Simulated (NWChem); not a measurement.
# Slater/STO-3G (density fitting with weigend coulomb fitting) run of CH5BN2 (SMILES NC1BN1), part 2 of 2

NWChem 7.3.0. The steps go on from the part before.

## Step 3: The triplet

Contents of sp.nw:

```
start sp
memory 2200 mb

geometry units au noautosym nocenter noautoz
N    0.27004186   2.25708888  -1.21055856
C   -0.68823825  -0.14588686  -0.42008612
B    1.11720608  -2.25652197   0.57296496
N   -0.24660926  -0.88798231   2.21381415
H    1.48154528   2.11157997  -2.67774192
H   -1.11474944   3.48200936  -1.68639159
H   -2.58212178  -0.59942113  -1.10114341
H    2.67245069  -3.85315157   0.36792968
H   -0.74228442  -0.19501974   3.90852054
end

basis spherical bse
* library STO-3G
end

basis "cd basis" spherical
* library "weigend coulomb fitting"
end

dft
xc slater
mult 3
grid fine
convergence energy 1e-06
iterations 150
print low
end

property
dipole
mulliken
octupole
efieldgrad
efield
end

task dft property
```

Command:

```sh
$ nwchem sp.nw > sp.out
```

The log of the run:

```text
Northwest Computational Chemistry Package (NWChem) 7.3.0
             --------------------------------------------------------

           Job information
           ---------------

    nwchem branch   = 7.3.0
    use scalapack   = T
    input           = sp.nw
    prefix          = sp.
    data base       = ./sp.db
    status          = startup
    nproc           =        1

           Memory information
           ------------------

    heap     =     72089598 doubles =      550.0 Mbytes
    stack    =     72089595 doubles =      550.0 Mbytes
    global   =    144179200 doubles =     1100.0 Mbytes (distinct from heap & stack)
    total    =    288358393 doubles =     2200.0 Mbytes
    verify   = yes
    hardfail = no

           Directory information
           ---------------------

  0 permanent = .
  0 scratch   = .

                                NWChem Input Module
                                -------------------

                             Geometry "geometry" -> ""
                             -------------------------

 Output coordinates in a.u. (scale by  1.000000000 to convert to a.u.)

  No.       Tag          Charge          X              Y              Z
 ---- ---------------- ---------- -------------- -------------- --------------
    1 N                    7.0000     0.27004186     2.25708888    -1.21055856
    2 C                    6.0000    -0.68823825    -0.14588686    -0.42008612
    3 B                    5.0000     1.11720608    -2.25652197     0.57296496
[... 5 lines of this table left out ...]
    9 H                    1.0000    -0.74228442    -0.19501974     3.90852054

      Atomic Mass
      -----------

      N                 14.003070
      C                 12.000000
      B                 11.009310
      H                  1.007825

 Effective nuclear repulsion energy (a.u.)     109.4483438245

            Nuclear Dipole moment (a.u.)
            ----------------------------
        X                 Y               Z
 ---------------- ---------------- ----------------
     1.3354694300    -1.6281881300     6.1782705100

            XYZ format geometry
            -------------------
     9
 geometry
 N                     0.14290001     1.19440008    -0.64060005
 C                    -0.36420002    -0.07720001    -0.22230002
 B                     0.59120004    -1.19410009     0.30320002
[... 5 lines of this table left out ...]
 H                    -0.39280003    -0.10320001     2.06830015

 ==============================================================================
                                internuclear distances
 ------------------------------------------------------------------------------
       center one      |      center two      | atomic units |       a.u.
 ------------------------------------------------------------------------------
    2 C                |   1 N                |     2.70508  |     2.70508
    3 B                |   2 C                |     2.94967  |     2.94967
    4 N                |   2 C                |     2.77185  |     2.77185
[... 5 lines of this table left out ...]
    9 H                |   4 N                |     1.89682  |     1.89682
 ------------------------------------------------------------------------------
                         number of included internuclear distances:          9
 ==============================================================================

 ==============================================================================
                                 internuclear angles
 ------------------------------------------------------------------------------
        center 1       |       center 2       |       center 3       |  degrees
 ------------------------------------------------------------------------------
    2 C                |   1 N                |   5 H                |   112.45
    2 C                |   1 N                |   6 H                |   112.70
    5 H                |   1 N                |   6 H                |   108.53
    1 N                |   2 C                |   3 B                |   121.14
    1 N                |   2 C                |   4 N                |   117.33
    1 N                |   2 C                |   7 H                |   115.09
    2 C                |   4 N                |   3 B                |    67.37
    3 B                |   2 C                |   7 H                |   121.05
    4 N                |   2 C                |   7 H                |   113.65
    3 B                |   4 N                |   2 C                |    67.37
    2 C                |   3 B                |   8 H                |   154.81
    4 N                |   3 B                |   8 H                |   144.91
    2 C                |   4 N                |   3 B                |    67.37
    2 C                |   4 N                |   9 H                |   135.20
    3 B                |   4 N                |   9 H                |   156.38
 ------------------------------------------------------------------------------
                            number of included internuclear angles:         15
 ==============================================================================

 Summary of "ao basis" -> "" (spherical)
 ------------------------------------------------------------------------------
       Tag                 Description            Shells   Functions and Types
 ---------------- ------------------------------  ------  ---------------------
 *                           STO-3G                   on all atoms

[... 10 lines left out ...]
  convergence criterion.
[... 38 lines left out ...]
   convergence    iter        energy       DeltaE   RMS-Dens  Diis-err    time
[... 13 lines left out ...]
         Total DFT energy =     -169.456407746851
      One electron energy =     -450.665701885228
           Coulomb energy =      193.550419969060
    Exchange-Corr. energy =      -21.789469655173
 Nuclear repulsion energy =      109.448343824490
[... 11 lines left out ...]
          Dipole Moment
[... 5 lines left out ...]
   Dipole moment        1.5842280010 A.U.
[... 3 lines left out ...]
   -EFC- dipole         0.0000000000 A.U.
   Total dipole         1.5842280010 A.U.
[... 1 line left out ...]
   Dipole moment        4.0267363622 Debye(s)
[... 3 lines left out ...]
   -EFC- dipole         0.0000000000 DEBYE(S)
   Total dipole         4.0267363622 DEBYE(S)
[... 215 lines left out ...]
        0.685019      -0.033956       0.727733
       -0.573593      -0.640994       0.510018
       -0.449154       0.766795       0.458570

 ------------------------------------------------------------
   Atom      X         Y         Z
 ------------------------------------------------------------
    3 B    1.11721  -2.25652   0.57296
 ------------------------------------------------------------

 Electric field gradient in molecular frame (a.u.)
         XX             YY             ZZ             XY             XZ             YZ
 ------------------------------------------------------------------------------------------
        0.111952       0.109566      -0.221518       0.376800       0.014546      -0.014525

 Principal components (a.u.) and orientation
 of principal axis w.r.t. absolute frame                      Asymmetry parameter eta
 --------------------------------------------------------------------------------------
        0.487561      -0.274082      -0.213479                       0.124298

        0.708227      -0.657514       0.257080
        0.705985       0.659567      -0.257984
        0.000067       0.364206       0.931318

 ------------------------------------------------------------
   Atom      X         Y         Z
 ------------------------------------------------------------
    4 N   -0.24661  -0.88798   2.21381
 ------------------------------------------------------------

 Electric field gradient in molecular frame (a.u.)
         XX             YY             ZZ             XY             XZ             YZ
 ------------------------------------------------------------------------------------------
        0.627535       0.277162      -0.904697       0.272882       0.282068       0.035144

 Principal components (a.u.) and orientation
 of principal axis w.r.t. absolute frame                      Asymmetry parameter eta
 --------------------------------------------------------------------------------------
       -0.955122       0.817585       0.137537                       0.712001

       -0.177320       0.878097      -0.444414
        0.011201       0.453341       0.891267
        0.984090       0.153061      -0.090221

 ------------------------------------------------------------
   Atom      X         Y         Z
 ------------------------------------------------------------
    5 H    1.48155   2.11158  -2.67774
 ------------------------------------------------------------

 Electric field gradient in molecular frame (a.u.)
         XX             YY             ZZ             XY             XZ             YZ
 ------------------------------------------------------------------------------------------
       -0.063441       0.201811      -0.138370       0.044739       0.327084      -0.022004

 Principal components (a.u.) and orientation
 of principal axis w.r.t. absolute frame                      Asymmetry parameter eta
 --------------------------------------------------------------------------------------
       -0.433491       0.238729       0.194761                       0.101429

       -0.665436       0.674274      -0.320234
        0.072593       0.485428       0.871257
        0.742917       0.556519      -0.371969

 ------------------------------------------------------------
   Atom      X         Y         Z
 ------------------------------------------------------------
    6 H   -1.11475   3.48201  -1.68639
 ------------------------------------------------------------

 Electric field gradient in molecular frame (a.u.)
         XX             YY             ZZ             XY             XZ             YZ
 ------------------------------------------------------------------------------------------
       -0.127269      -0.051179       0.178449       0.301269      -0.091210       0.112513

 Principal components (a.u.) and orientation
 of principal axis w.r.t. absolute frame                      Asymmetry parameter eta
 --------------------------------------------------------------------------------------
       -0.426648       0.236783       0.189865                       0.109970

        0.724237       0.364657      -0.585240
       -0.650048       0.644201      -0.403042
        0.230040       0.672332       0.703599

 ------------------------------------------------------------
   Atom      X         Y         Z
 ------------------------------------------------------------
    7 H   -2.58212  -0.59942  -1.10114
 ------------------------------------------------------------

 Electric field gradient in molecular frame (a.u.)
         XX             YY             ZZ             XY             XZ             YZ
 ------------------------------------------------------------------------------------------
       -0.226682       0.127433       0.099249      -0.101509      -0.145465      -0.022696

 Principal components (a.u.) and orientation
 of principal axis w.r.t. absolute frame                      Asymmetry parameter eta
 --------------------------------------------------------------------------------------
       -0.306599       0.167934       0.138664                       0.095467

        0.911727      -0.403979      -0.074535
        0.230993       0.654196      -0.720187
        0.339701       0.639397       0.689765

 ------------------------------------------------------------
   Atom      X         Y         Z
 ------------------------------------------------------------
    8 H    2.67245  -3.85315   0.36793
 ------------------------------------------------------------

 Electric field gradient in molecular frame (a.u.)
         XX             YY             ZZ             XY             XZ             YZ
 ------------------------------------------------------------------------------------------
       -0.030265      -0.046579       0.076843       0.146159       0.022151      -0.022833

 Principal components (a.u.) and orientation
 of principal axis w.r.t. absolute frame                      Asymmetry parameter eta
 --------------------------------------------------------------------------------------
       -0.188620       0.107971       0.080649                       0.144852

       -0.682361       0.727553       0.071060
        0.721268       0.685896      -0.096536
        0.118975       0.014619       0.992790

 ------------------------------------------------------------
   Atom      X         Y         Z
 ------------------------------------------------------------
    9 H   -0.74228  -0.19502   3.90852
 ------------------------------------------------------------

 Electric field gradient in molecular frame (a.u.)
         XX             YY             ZZ             XY             XZ             YZ
 ------------------------------------------------------------------------------------------
        0.191424       0.124412      -0.315836       0.071764       0.155560      -0.227649

 Principal components (a.u.) and orientation
 of principal axis w.r.t. absolute frame                      Asymmetry parameter eta
 --------------------------------------------------------------------------------------
       -0.457562       0.238150       0.219412                       0.040952

       -0.255131       0.926291      -0.277296
        0.379356       0.359686       0.852476
        0.889380       0.112299      -0.443161

 Task  times  cpu:       17.5s     wall:       17.5s
 Total times  cpu:       17.5s     wall:       17.5s
```

Wall time 18 s (1 thread of INTEL XEON PLATINUM 8581C at 2.10GHz (Emerald Rapids), shared host); peak memory 0.12 GiB.

Atomic charges (e):

```tsv
atom	Mulliken
N1	-0.336
C2	-0.037
B3	-0.054
N4	-0.259
H5	+0.231
H6	+0.200
H7	+0.081
H8	-0.052
H9	+0.227
```

## Step 4: Results

The summary covers parts 1 to 2.

Level: Slater/STO-3G (density fitting with weigend coulomb fitting).

```
                                        quantity          value
                           singlet: total energy  -169.68385 Eh
                          singlet: dipole moment         1.38 D
                           triplet: total energy  -169.45641 Eh
                          triplet: dipole moment         4.03 D
                                   triplet: ⟨S²⟩          2.006
vertical energy of the triplet above the singlet       6.189 eV
```

**Reading.** At this shape the triplet lies 6.19 eV (143 kcal/mol) above the singlet. In a minimal basis such a difference can be off by several eV, whatever the method. Mulliken charges (singlet) run from -0.41 on N1 to +0.22 on H9. Mulliken charges (triplet) run from -0.34 on N1 to +0.23 on H5; they depend strongly on the basis.
